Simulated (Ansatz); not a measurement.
# CH9HfN3: small, medium and large basis sets

The task here is to estimate one member of a computed series from the others.

Method: one geometry, several basis sets; program: Ansatz 0.2.0, Gaussian basis.

Plan: PBE0-D4/def2-SVP; ωB97M-V/def2-SVP; PBE0-D4/def2-QZVPP; ωB97M-V/def2-QZVPP; the functionals' def2-TZVPP values are taken from earlier runs.

### The relaxed structure

An earlier PBE0-D4 in a triple-zeta def2 set relaxation fixed the geometry. Hf takes the def2 core potential; no spin-orbit term is included.

SMILES `[CH3][Hf]([NH2])([NH2])[NH2]`, 14 atoms, charge 0, spin multiplicity 1.

Atoms are counted from 1 here; the program's logs count them from 0.

Bond lengths: C1–Hf2 2.245 Å, C1–H6 1.097 Å, C1–H7 1.097 Å, C1–H8 1.097 Å, Hf2–N3 2.040 Å, Hf2–N4 2.040 Å, Hf2–N5 2.040 Å, N3–H9 1.012 Å, N3–H10 1.010 Å, N4–H11 1.010 Å, N4–H12 1.012 Å, N5–H13 1.010 Å, N5–H14 1.012 Å. Angles: Hf2–C1–H6 111.9°, Hf2–C1–H7 111.9°, Hf2–C1–H8 111.9°, H6–C1–H7 106.9°, H6–C1–H8 106.9°, H7–C1–H8 106.9°, C1–Hf2–N3 108.2°, C1–Hf2–N4 108.2°, C1–Hf2–N5 108.2°, N3–Hf2–N4 110.7°, N3–Hf2–N5 110.7°, N4–Hf2–N5 110.7°, Hf2–N3–H9 124.1°, Hf2–N3–H10 127.4°, H9–N3–H10 108.4°, Hf2–N4–H11 127.4°, Hf2–N4–H12 124.1°, H11–N4–H12 108.4° and more.

Set-up of the first run:

The input, in.yaml:

```yaml
crystal:
  periodic: [false, false, false]
  atoms:
    - {symbol: C, position_ang: [-1.545765, 1.255487, 0.053802]}
    - {symbol: Hf, position_ang: [0.196179, -0.159371, -0.006822]}
    - {symbol: N, position_ang: [1.572862, 0.465687, 1.362792]}
    - {symbol: N, position_ang: [-0.483429, -2.026879, 0.454034]}
    - {symbol: N, position_ang: [0.982209, -0.121449, -1.889067]}
    - {symbol: H, position_ang: [-1.906241, 1.416983, 1.077136]}
    - {symbol: H, position_ang: [-1.287250, 2.240863, -0.352956]}
    - {symbol: H, position_ang: [-2.396580, 0.882417, -0.529431]}
    - {symbol: H, position_ang: [1.357168, 0.672325, 2.329395]}
    - {symbol: H, position_ang: [2.549444, 0.667441, 1.203608]}
    - {symbol: H, position_ang: [-0.141241, -2.643686, 1.176640]}
    - {symbol: H, position_ang: [-1.274873, -2.468876, 0.004783]}
    - {symbol: H, position_ang: [1.141531, -0.906728, -2.503588]}
    - {symbol: H, position_ang: [1.235965, 0.725784, -2.380327]}
basis:
  gaussian: {orbitals: def2-SVP}
hamiltonian: {xc: pbe0, dispersion: d4}
output: {orbitals: {seedname: orbitals}}
```

The run is started by

```console
ansatz run in.yaml --threads 4 --pin off --events-out ev --progress --plain --max-ram 11315MiB
```

Among the steps run: PBE0-D4 in def2-SVP; ωB97M-V in def2-SVP; PBE0-D4 in def2-QZVPP; ωB97M-V in def2-QZVPP.

One of the session's tables, all rows but one given; the rest of the session is left out.

It belongs to the step «Density functionals: the series». 

| functional | basis | HOMO (eV) | LUMO (eV) |
| --- | --- | --- | --- |
| PBE0-D4 | def2-SVP | -6.62 | 0.37 |
| PBE0-D4 | def2-TZVPP | -6.79 | 0.09 |
| PBE0-D4 | def2-QZVPP | ? | ? |
| ωB97M-V | def2-SVP | -8.98 | 1.59 |
| ωB97M-V | def2-TZVPP | -9.17 | 1.17 |
| ωB97M-V | def2-QZVPP | -9.22 | 0.58 |

Q: Estimate the row for PBE0-D4, def2-QZVPP from the others.

As computed: HOMO (eV): -6.85; LUMO (eV): -0.25. In the column «HOMO (eV)» it lies between ωB97M-V, def2-SVP (-8.98) and PBE0-D4, def2-TZVPP (-6.79).
